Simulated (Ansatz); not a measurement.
# Cl2GeHO radical: how energies converge with the basis set

How large a basis does Cl2GeHO radical need? Two functionals are run in growing sets.

The runs use Ansatz 0.2.0, Gaussian basis; one geometry, several basis sets.

Levels to be run: PBE0-D4/def2-SVP; ωB97M-V/def2-SVP; PBE0-D4/def2-QZVPP; ωB97M-V/def2-QZVPP; the functionals' def2-TZVPP values are taken from earlier runs.

## 1. The geometry

The geometry comes from an earlier relaxation with PBE0-D4 in a triple-zeta def2 set; it is a stationary point.

SMILES `[OH][Ge]([Cl])[Cl]`, 5 atoms, charge 0, spin multiplicity 2.

Atoms are counted from 1 here; the program's logs count them from 0.

Bond lengths: O1–Ge2 1.769 Å, O1–H5 0.963 Å, Ge2–Cl3 2.167 Å, Ge2–Cl4 2.147 Å. Angles: Ge2–O1–H5 112.0°, O1–Ge2–Cl3 108.1°, O1–Ge2–Cl4 105.2°, Cl3–Ge2–Cl4 110.5°.

## 2. PBE0-D4 in def2-SVP

in.yaml reads:

```yaml
crystal:
  periodic: [false, false, false]
  atoms:
    - {symbol: O, position_ang: [-0.072243, 1.281876, -0.199022]}
    - {symbol: Ge, position_ang: [-0.434880, -0.337306, 0.413289]}
    - {symbol: Cl, position_ang: [1.439541, -1.392443, 0.675183]}
    - {symbol: Cl, position_ang: [-1.614484, -1.269266, -1.119823]}
    - {symbol: H, position_ang: [0.731866, 1.643438, 0.188973]}
basis:
  gaussian: {orbitals: def2-SVP}
magnetization: {spin_polarized: true, initial_magnetization: 1}
hamiltonian: {xc: pbe0, dispersion: d4}
output: {orbitals: {seedname: orbitals}}
```

Started as:

```sh
> ansatz run in.yaml --threads 4 --pin off --events-out ev --progress --plain --max-ram 10444MiB
```

After this run come: ωB97M-V in def2-SVP; PBE0-D4 in def2-QZVPP; ωB97M-V in def2-QZVPP.

Before running them: what should the planned runs give, taken together? Wanted: PBE0-D4: double and triple zeta above quadruple; ωB97M-V: double and triple zeta above quadruple.

**Answer**, as computed:

| quantity | value |
| --- | --- |
| PBE0-D4: double and triple zeta above quadruple | 20.60, 2.08 eV |
| ωB97M-V: double and triple zeta above quadruple | 20.44, 2.01 eV |

**Reading.** PBE0-D4 gains 18.52 eV from double to triple zeta, then 2.08 eV more. Total energies overstate the basis error of differences, where much of it tends to cancel.
